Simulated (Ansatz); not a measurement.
# CH9BN2: the cost of one run

Program: Ansatz 0.2.0. Level of theory: RKS PBE/def2-SVP. These are calculated values, not measurements.

### 1 The structure to begin with

Bond lengths: C2–H3 1.110 Å, C2–H4 1.110 Å, C2–H5 1.110 Å, B1–H6 1.190 Å, B1–N7 1.550 Å, N7–H8 1.060 Å, N7–H9 1.060 Å, B1–N10 1.850 Å, N10–H11 1.060 Å, N10–H12 1.060 Å, C2–H13 1.207 Å, N10–H13 1.192 Å. Angles (14 of 19 angles, heavy atoms first): N7–B1–N10 92.7°, H6–B1–N7 120.0°, H6–B1–N10 105.6°, B1–N7–H8 120.0°, B1–N7–H9 120.0°, B1–N10–H11 120.0°, B1–N10–H12 120.0°, B1–N10–H13 78.4°, C2–H13–N10 136.0°, H3–C2–H4 109.4°, H3–C2–H5 109.4°, H3–C2–H13 73.1°, H4–C2–H5 109.4°, H4–C2–H13 64.6°.

As a file:

```xyz
13

B     0.0000    0.0000    0.0000
C     0.0000    0.0000    1.9500
H    -0.9996   -0.3092    2.3205
H     0.7676   -0.7111    2.3205
H     0.2320    1.0203    2.3205
H     1.0305    0.0000   -0.5950
N    -1.3423    0.0000   -0.7750
H    -2.0112   -0.8164   -0.6764
H    -1.5914    0.8164   -1.4036
N    -0.2369   -1.7396    0.5833
H    -0.6522   -2.4652   -0.0683
H     0.0425   -2.0107    1.5692
H    -0.1566   -1.1499    1.6165
```

### 2 A restrained relaxation towards end A

Springs on the bonds that form and break draw the guess towards this end; the thresholds are loose.

input.yaml

```yaml
crystal:
  periodic: [false, false, false]
  atoms:
    - { symbol: B, position_ang: [0.0, 0.0, 0.0] }
    - { symbol: C, position_ang: [0.0, 0.0, 1.95] }
    - { symbol: H, position_ang: [-0.9996, -0.3092, 2.3205] }
    - { symbol: H, position_ang: [0.7676, -0.7111, 2.3205] }
    - { symbol: H, position_ang: [0.232, 1.0203, 2.3205] }
    - { symbol: H, position_ang: [1.0305, 0.0, -0.595] }
    - { symbol: "N", position_ang: [-1.3423, 0.0, -0.775] }
    - { symbol: H, position_ang: [-2.0112, -0.8164, -0.6764] }
    - { symbol: H, position_ang: [-1.5914, 0.8164, -1.4036] }
    - { symbol: "N", position_ang: [-0.2369, -1.7396, 0.5833] }
    - { symbol: H, position_ang: [-0.6522, -2.4652, -0.0683] }
    - { symbol: H, position_ang: [0.0425, -2.0107, 1.5692] }
    - { symbol: H, position_ang: [-0.1566, -1.1499, 1.6165] }
basis:
  gaussian: { orbitals: def2-SVP }
hamiltonian:
  xc: pbe
relax:
  f_tol: 0.15
  max_steps: 25
  restrain:
    - { distance: [0, 9], at: 2.75, k: 30.0 }
    - { distance: [12, 1], at: 2.31, k: 30.0 }
    - { distance: [0, 1], at: 1.6, k: 30.0 }
    - { distance: [12, 9], at: 1.06, k: 30.0 }
output:
  orbitals: {}
```

Command:

```
ansatz run input.yaml --threads 2 --pin off --max-ram 3072MiB --backend cpu --events-out ev --progress --plain --runs-dir out
```

What time and memory should one allow on 2 threads of AMD EPYC 7B13 (Zen 3), shared host?

About 22 s, with a peak of 0.15 GiB.
